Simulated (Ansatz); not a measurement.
# Ni: the cost of one run

Program: Ansatz 0.2.0. Level of theory: DFT PBE, PAW, plane waves, scalar-relativistic. These are calculated values, not measurements.

**1. The starting structure**

The structure is cubic, space group Fm-3m (No. 225). The conventional cell has a = 3.546 Å, b = 3.546 Å, c = 3.546 Å, α = 90.00°, β = 90.00°, γ = 90.00°. Ni (site symmetry m-3m) has 12 Ni at 2.51 Å as nearest neighbours.

Coordinates:

```xyz
2
Lattice="0.0000 -1.7728 -1.7728 -3.5456 -1.7728 -1.7728 0.0000 1.7728 -1.7728" Properties=species:S:1:pos:R:3 pbc="T T T"
Ni    0.0000    0.0000    0.0000
Ni   -1.7728    0.0000   -1.7728
```

Labels such as Ni2 number the atoms in the order of the input file.

Planned first: parallel moments, plain SCF; opposed moments +-, plain SCF; no spin polarisation; spin on, no moments given (the program may seed its own), plain SCF. What is tried next depends on their ends.

“Plain SCF” means no search for lower states. Ends within 0.2 meV/atom and 0.1 μB count as one state.

Moments by site are taken inside atomic spheres; the rest lies between them.

**2. Parallel moments, plain SCF**

Contents of input.yaml:

```yaml
crystal:
  lattice:
    - [0.0, -1.7728, -1.7728]
    - [-3.5456, -1.7728, -1.7728]
    - [0.0, 1.7728, -1.7728]
  atoms:
    - { symbol: Ni, position: [0.0, 0.0, 0.0], spin: 2.0 }
    - { symbol: Ni, position: [0.0, 0.5, 0.5], spin: 2.0 }
magnetization:
  spin_polarized: true
hamiltonian:
  xc: pbe
  pseudopotentials: { kind: paw }
basis:
  ecutwfc: 420
kpoints:
  mp_grid: { grid: [14, 8, 12] }
scf:
  occupations: { method: gaussian, width: 0.1 }
  lower_state_search: "off"
output:
  forces: true
  stress: true
```

**Question.** How long does this run take on 2 threads of an x86-64 CPU, shared host, and how much memory does it need?

About 8.7 s, with a peak of 0.63 GiB.
